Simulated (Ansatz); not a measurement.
# BF (P1) in Ansatz: convergence with smearing width

Aim: find how far smearing width must go before the results for BF settle, at PBE. This setting moves, with any that are tied to it; all else stays.

All numbers are computed with Ansatz 0.2.0; they aren't measurements. Logs are shortened: lines on timing, memory, paths and dates and some standing lists are left out, and cuts for length are marked.

## (1) The cell of the first run

The typed cell holds 2 atoms: a = 3.146 Å, b = 3.113 Å, c = 3.315 Å, α = 90.00°, β = 92.80°, γ = 90.00°.

The cell was built by a generator and needn't be a form met in nature.

The cell isn't the ideal one: atoms moved at random, drawn with an rms of 0.05 Å.

## (2) With smearing width 0.3 eV

input.yaml reads:

```yaml
crystal:
  lattice:
    - [3.14569892, 0.0, 0.0]
    - [0.0, 3.11315943, 0.0]
    - [-0.16173659, 0.0, 3.31138918]
  atoms:
    - { symbol: B, position: [-0.007457, -0.010932, 0.007997] }
    - { symbol: F, position: [-0.000522, -0.005522, 0.494323] }
hamiltonian:
  xc: pbe
  pseudopotentials: { kind: paw }
kpoints:
  mp_grid: { grid: [6, 6, 6] }
scf:
  occupations: { method: gaussian, width: 0.3 }
output:
  forces: true
  stress: true
  eigenvalues: true
```

Potentials or basis: Ansatz PAW.

Started as:

```
ansatz run input.yaml --threads 2 --pin off --max-ram 5632MiB --backend cpu --events-out ev --progress --plain --runs-dir out
```

What it wrote:

```text
Warning: RAYON_NUM_THREADS=2 ignored (pool sized by the plan → 2); use --threads N
Engine: ansatz 0.2.0, aarch64-unknown-linux-gnu
Pseudopotentials: kind: paw
Pseudopotential: B, paw, valence charge 3, recommended cutoff 420 eV (normal), B.paw.azcp
Pseudopotential: F, paw, valence charge 7, recommended cutoff 420 eV (normal), F.paw.azcp
Functional definition: PBE
  parameter kappa = 0.804
  parameter beta = 0.06672455060314922
  exchange = pbe_x(kappa = kappa, mu = beta*pi^2/3)
  correlation = pbe_c(beta = beta)
Crystal: 2 atoms, lattice volume = 32.429 Å³
Basis set: ecut = 420 eV, 647 PW (Γ), exchange–correlation on 48×48×48 points (8 copies of the dense FFT grid, shifted against one another)
Bands: 9, of which v1, the nominal top of the filled ones, is band 5 counted from 1 (4 counted from 0)
Symmetry: 1 space group operations
Space group: P1 (ITA 1), of the structure as read, at distance tolerance 3.2e-5 Å
k-points: 112 of 216 (time reversal used)
Non-local potential: B, projectors of the file, l = 0: 2, l = 1: 2, l = 2: 1
Non-local potential: F, projectors of the file, l = 0: 2, l = 1: 2, l = 2: 1
PAW form: soft (Blöchl's): semilocal exchange-correlation on the pseudo side does not see the compensation charge
PAW one-centre angular grid: B, 110 points (default); XC on 64 Gauss nodes
PAW one-centre angular grid: F, 110 points (default); XC on 64 Gauss nodes
Initial density: superposition of atomic densities (neutral atoms: chi_scale 0, normalization atom), corrected by the library's trained network
Initial wavefunctions: pseudopotential atomic-orbital guess
Functional: x = pbe(κ = 0.804, μ = 0.2195149727645171), c = pbe(β = 0.06672455060314922)
SCF iter   1: F=—  HF=-960.119507 eV  |F-HF|=—  |Δ(HF+E_count)|=         —  Δρ=1.86e-2  dr2=1.03e-1  ethr=1.77e-3  ⟨swp⟩=4.8  Hψ=6008  notcnv=0
preconditioner: auto → none  [metal: Δε(μ)=0.034 eV  Ē_g=11.522 eV  σ=0.300 eV  W_gap=0.06  n_scr=6 (ndim 8)  ℏωp=18.4 eV  f_vac=0.057  D(μ)=0.64/eV (n_scr^D=0)  sad-step TF]
SCF iter   2: F=—  HF=-960.097945 eV  |F-HF|=—  |Δ(HF+E_count)|=   2.16e-2  Δρ=8.03e-3  dr2=1.05e-2  ethr=1.03e-3  ⟨swp⟩=2.1  Hψ=2119  notcnv=0
SCF iter   3: F=—  HF=-960.095747 eV  |F-HF|=—  |Δ(HF+E_count)|=   2.20e-3  Δρ=2.95e-3  dr2=1.92e-3  ethr=1.05e-4  ⟨swp⟩=1.4  Hψ=1166  notcnv=0
SCF iter   4: F=—  HF=-960.095507 eV  |F-HF|=—  |Δ(HF+E_count)|=   2.40e-4  Δρ=2.27e-4  dr2=1.09e-5  ethr=1.92e-5  ⟨swp⟩=2.0  Hψ=1566  notcnv=0
SCF iter   5: F=—  HF=-960.095498 eV  |F-HF|=—  |Δ(HF+E_count)|=   8.69e-6  Δρ=4.74e-5  dr2=5.03e-7  ethr=1.09e-7  ⟨swp⟩=2.9  Hψ=1449  notcnv=0
SCF iter   6: F=-960.095499 eV  HF=-960.095499 eV  |F-HF|=6.99e-9  |Δ(HF+E_count)|=   3.79e-7  Δρ=1.01e-5  dr2=2.45e-8  ethr=1.00e-9  ⟨swp⟩=5.3  Hψ=4851  notcnv=0
SCF 1 converged in 6 iterations: F = -960.095499 eV  dr2 = 2.45e-8
SCF converged after 6 iterations
Free energy (F): -960.095499 eV
Harris-Foulkes:  -960.095499 eV  (|F-HF|=6.99e-9)
Internal energy: -960.067384 eV  (E = F + TS)
E sigma→0 (E₀):  -960.081442 eV
Entropy (-TS):   -0.028114 eV (-14.057 meV/atom)
Fermi energy:    1.657265 eV
--- Per-component energies (eV) ---
  E_band       = -84.909464
  E_kinetic    = 239.275366
  E_local      = -812.231941  (includes V_loc(G=0)·N_el)
  E_nonlocal   = 87.741049
  E_hartree    = 300.594120
  E_xc         = -106.542411
  E_vxc        = -133.311135  (∫ρ·V_xc dr)
  E_paw        = -277.984661  (= ΣΔE_a)
  E_vpaw       = -67.570009  (= ΣTr[D̂ρ^β])
  E_aug_tail   = 0.002011  (compensation charges beyond the density's cutoff)
  E_ewald      = -390.920917
  E_smearing   = -0.028114  (= −TS)
  E_closure    = 0.000000  (closes the sum)
  Σ components = -960.095499   (vs F -960.095499, Δ=0.00e0)
--- Forces (eV/Å), atoms counted from 1 ---
  atom   1  B     -0.10607507    -0.03858298     1.01868970
  atom   2  F      0.10613435     0.03863151    -1.01868236
  max |Σ_I F_I| component: 5.93e-5 eV/Å
--- Stress (GPa, compression-positive) ---
       -8.545570       0.009060       0.562470
        0.009060      -9.423382      -0.092788
        0.562469      -0.092788       3.543587
  P = ⅓ Tr σ = -4.8085 GPa (-48.085 kbar)
--- Band table (eV; the first three rows and the last of 112) ---
  k-point 0: bands = ["-24.1768", "-8.2318", "-4.6461", "-4.6078", "-3.0026", "5.8373", "5.9658", "9.2608", "11.7462"]
  k-point 1: bands = ["-24.1685", "-8.6362", "-4.5640", "-4.5260", "-2.1022", "5.5204", "5.6569", "9.2267", "10.6625"]
  k-point 2: bands = ["-24.1519", "-9.2534", "-4.3899", "-4.3534", "-0.1416", "4.9073", "5.0603", "7.4015", "10.5287"]
  k-point 111: bands = ["-24.0006", "-8.7627", "-4.8913", "-4.8703", "1.6750", "1.7598", "4.5389", "8.1582", "10.3840"]
```

Run time: 1.2 s. Hardware: 2 threads of Arm Neoverse V2, shared host; peak memory 0.3 GiB.

What came out:

| Quantity | Value |
| --- | --- |
| Free energy | -960.0955 eV |
| Pressure | -4.8 GPa |
| Largest force | 1.025 eV/Å |
| Band gap on the k mesh | none (metal or under the smearing width) |

## (3) With smearing width 0.2 eV

Edit input.yaml of step 2 so:

```diff
@@ -14,3 +14,3 @@
 scf:
-  occupations: { method: gaussian, width: 0.3 }
+  occupations: { method: gaussian, width: 0.2 }
 output:
```

Potentials or basis: Ansatz PAW.

Started as:

```
ansatz run input.yaml --threads 2 --pin off --max-ram 5632MiB --backend cpu --events-out ev --progress --plain --runs-dir out
```

It took 1.3 s on 2 threads of Arm Neoverse V2, shared host; peak memory 0.3 GiB.

Results:

| Item | Value |
| --- | --- |
| Free energy | -960.0879 eV |
| Pressure | -4.7 GPa |
| Largest force | 1.032 eV/Å |
| Band gap on the k mesh | none (metal or under the smearing width) |

## (4) With smearing width 0.15 eV

Edit input.yaml of step 3 so:

```diff
@@ -14,3 +14,3 @@
 scf:
-  occupations: { method: gaussian, width: 0.2 }
+  occupations: { method: gaussian, width: 0.15 }
 output:
```

Started as:

```
ansatz run input.yaml --threads 2 --pin off --max-ram 5632MiB --backend cpu --events-out ev --progress --plain --runs-dir out
```

It took 1.2 s on 2 threads of Arm Neoverse V2, shared host; peak memory 0.3 GiB.

What came out:

```yaml
Free_energy: -960.0853 eV
Pressure: -4.6 GPa
Largest_force: 1.039 eV/Å
Band_gap_on_the_k_mesh: none (metal or under the smearing width)
```

## (5) With smearing width 0.1 eV

Edit input.yaml of step 4 so:

```diff
@@ -14,3 +14,3 @@
 scf:
-  occupations: { method: gaussian, width: 0.15 }
+  occupations: { method: gaussian, width: 0.1 }
 output:
```

Started as:

```
ansatz run input.yaml --threads 2 --pin off --max-ram 5632MiB --backend cpu --events-out ev --progress --plain --runs-dir out
```

Run time: 1.2 s. Hardware: 2 threads of Arm Neoverse V2, shared host; peak memory 0.3 GiB.

Results:

| Property | Result |
| --- | --- |
| Free energy | -960.0835 eV |
| Pressure | -4.5 GPa |
| Largest force | 1.047 eV/Å |
| Band gap on the k mesh | none (metal or under the smearing width) |

## (6) With smearing width 0.05 eV

Edit input.yaml of step 5 so:

```diff
@@ -14,3 +14,3 @@
 scf:
-  occupations: { method: gaussian, width: 0.1 }
+  occupations: { method: gaussian, width: 0.05 }
 output:
```

Potentials or basis: Ansatz PAW.

Started as:

```
ansatz run input.yaml --threads 2 --pin off --max-ram 5632MiB --backend cpu --events-out ev --progress --plain --runs-dir out
```

Run time: 1.2 s. Hardware: 2 threads of Arm Neoverse V2, shared host; peak memory 0.3 GiB.

The run converged. Its results:

```
Free energy            : -960.0825 eV
Pressure               : -4.4 GPa
Largest force          : 1.054 eV/Å
Band gap on the k mesh : none (metal or under the smearing width)
```

## (7) With smearing width 0.025 eV

Edit input.yaml of step 6 so:

```diff
@@ -14,3 +14,3 @@
 scf:
-  occupations: { method: gaussian, width: 0.05 }
+  occupations: { method: gaussian, width: 0.025 }
 output:
```

Started as:

```
ansatz run input.yaml --threads 2 --pin off --max-ram 5632MiB --backend cpu --events-out ev --progress --plain --runs-dir out
```

It took 1.3 s on 2 threads of Arm Neoverse V2, shared host; peak memory 0.3 GiB.

The run converged. Its results:

```yaml
Free_energy: -960.0823 eV
Pressure: -4.4 GPa
Largest_force: 1.053 eV/Å
Band_gap_on_the_k_mesh: none (metal or under the smearing width)
```

## (8) With smearing width 0.01 eV

Edit input.yaml of step 7 so:

```diff
@@ -14,3 +14,3 @@
 scf:
-  occupations: { method: gaussian, width: 0.025 }
+  occupations: { method: gaussian, width: 0.01 }
 output:
```

Started as:

```
ansatz run input.yaml --threads 2 --pin off --max-ram 5632MiB --backend cpu --events-out ev --progress --plain --runs-dir out
```

Run time: 1.4 s. Hardware: 2 threads of Arm Neoverse V2, shared host; peak memory 0.3 GiB.

Results (log left out):

| Property | Result |
| --- | --- |
| Free energy | -960.0823 eV |
| Pressure | -4.4 GPa |
| Largest force | 1.049 eV/Å |
| Band gap on the k mesh | none (metal or under the smearing width) |

## (9) With smearing width 0.005 eV

Edit input.yaml of step 8 so:

```diff
@@ -14,3 +14,3 @@
 scf:
-  occupations: { method: gaussian, width: 0.01 }
+  occupations: { method: gaussian, width: 0.005 }
 output:
```

Potentials or basis: Ansatz PAW.

Started as:

```
ansatz run input.yaml --threads 2 --pin off --max-ram 5632MiB --backend cpu --events-out ev --progress --plain --runs-dir out
```

It took 1.4 s on 2 threads of Arm Neoverse V2, shared host; peak memory 0.3 GiB.

The run converged. Its results:

* Free energy: -960.0822 eV
* Pressure: -4.5 GPa
* Largest force: 1.048 eV/Å

## (10) Summary

| smearing width | energy less the tightest run, at zero smearing (meV/atom) | pressure (GPa) | largest force (eV/Å) | SCF cycles | CPU time (s) | peak memory (GiB) |
| --- | --- | --- | --- | --- | --- | --- |
| 0.3 eV | 0.40 | -4.81 | 1.025 | 6 | 2.4 | 0.3 |
| 0.2 eV | 0.15 | -4.74 | 1.032 | 6 | 2.4 | 0.3 |
| 0.15 eV | 0.13 | -4.64 | 1.039 | 6 | 2.4 | 0.3 |
| 0.1 eV | 0.08 | -4.50 | 1.047 | 6 | 2.3 | 0.3 |
| 0.05 eV | 0.00 | -4.38 | 1.054 | 6 | 2.4 | 0.3 |
| 0.025 eV | 0.00 | -4.39 | 1.053 | 6 | 2.5 | 0.3 |
| 0.01 eV | 0.00 | -4.45 | 1.049 | 7 | 2.7 | 0.3 |
| 0.005 eV | 0.00 | -4.46 | 1.048 | 7 | 2.7 | 0.3 |

Against the tightest run, the energy stays within 1 meV/atom from 0.3 eV on; the pressure stays within 0.1 GPa from 0.1 eV on; the largest force stays within 0.005 eV/Å from 0.025 eV on. Narrower smearing needs a denser k mesh, so at a fixed mesh the narrowest width isn't the most accurate. The tightest run that finished is the yardstick and may itself not be fully converged.
